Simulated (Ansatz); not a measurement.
# Ge3PdRu: a closer look at a trial structure

This session takes a relaxed cell of Ge3PdRu and sets out to see whether it has a gap, which orbitals make up the states near it and how charge is shared.

Method: DFT PBE, scalar-relativistic, plane waves, PAW, in Ansatz 0.2.0.

### Step 1. The starting structure

The structure is tetragonal, space group P4/mmm (No. 123). The conventional cell has a = 4.973 Å, b = 4.973 Å, c = 4.747 Å, α = 90.00°, β = 90.00°, γ = 90.00°. Ge (site symmetry mmm) has 2 Ru at 2.49 Å and 2 Pd at 2.49 Å as nearest neighbours. Ge (site symmetry 4/mmm) is surrounded by 2 Ru at 2.37 Å. Ru (site symmetry 4/mmm) has 6 Ge at 2.37 to 2.49 Å as nearest neighbours. Around Pd (site symmetry 4/mmm) lie 4 Ge at 2.49 Å.

Structure file:

```
CELL_PARAMETERS angstrom
4.97300 0.00000 0.00000
0.00000 4.97300 0.00000
0.00000 0.00000 4.74663
ATOMIC_POSITIONS crystal
Ge 0.00000 0.50000 0.00000
Ge 0.50000 0.00000 0.00000
Ge 0.50000 0.50000 0.50000
Ru 0.50000 0.50000 0.00000
Pd 0.00000 0.00000 0.00000
```

The cell was relaxed beforehand at this level, from an invented guess; it needn't be the stable form of this composition. At a tolerance of 0.05 Å it has space group P4/mmm (No. 123); it has 23.48 Å³/atom, an uncorrected energy of +0.25 eV/atom over the elements.

### Step 2. Electronic structure at the relaxed geometry

input.yaml reads:

```yaml
crystal:
  lattice:
    - [4.9730025783, 0.0, 0.0]
    - [0.0, 4.9730025783, 0.0]
    - [0.0, 0.0, 4.7466250511]
  atoms:
    - { symbol: Ge, position: [0.0, 0.5, 0.0] }
    - { symbol: Ge, position: [0.5, 0.0, 0.0] }
    - { symbol: Ge, position: [0.5, 0.5, 0.5] }
    - { symbol: Ru, position: [0.5, 0.5, 0.0] }
    - { symbol: Pd, position: [0.0, 0.0, 0.0] }
basis:
  ecutwfc: 420
kpoints:
  mp_grid: { grid: [8, 8, 8] }
  band_path:
    path:
      - [[0.0, 0.0, 0.0], [0.0, 0.5, 0.0], [0.5, 0.5, 0.0], [0.0, 0.0, 0.0], [0.0, 0.0, 0.5], [0.0, 0.5, 0.5], [0.5, 0.5, 0.5], [0.0, 0.0, 0.5]]
      - [[0.0, 0.5, 0.0], [0.0, 0.5, 0.5]]
      - [[0.5, 0.5, 0.0], [0.5, 0.5, 0.5]]
    npoints: 14
hamiltonian:
  xc: pbe
scf:
  occupations: { method: gaussian, width: 0.1 }
  n_extra_bands: 12
output:
  forces: true
  stress: true
  eigenvalues: true
  populations: true
  dos: { projected: true, de: 0.02, nscf_kmesh: { grid: [10, 10, 10] } }
  bader: true
  write_density: true
  write_potential: true
  elf: true
  volumetric_format: npy
```

Started as:

```bash
ansatz run input.yaml --threads 1 --pin off --max-ram 2560MiB --backend cpu --events-out ev --progress --plain --runs-dir out
```

**Question.** What will these runs give? Wanted: gap; states at the Fermi level; Bader charges.

As calculated:

| quantity | value |
| --- | --- |
| gap | none (metal) |
| states at the Fermi level | 4.15 per eV per cell |
| Bader charges | Ge +0.28 to +0.30, Ru -0.46, Pd -0.41 e |

What this shows: Bands cross the Fermi level: a metal at this level of theory. Of the projected weight within 0.25 eV of the Fermi level, the largest part is Ge 4p (57 %) and Ru 4d (30 %). Bader charges reach 0.5 e, so charge transfer in this metal is moderate.
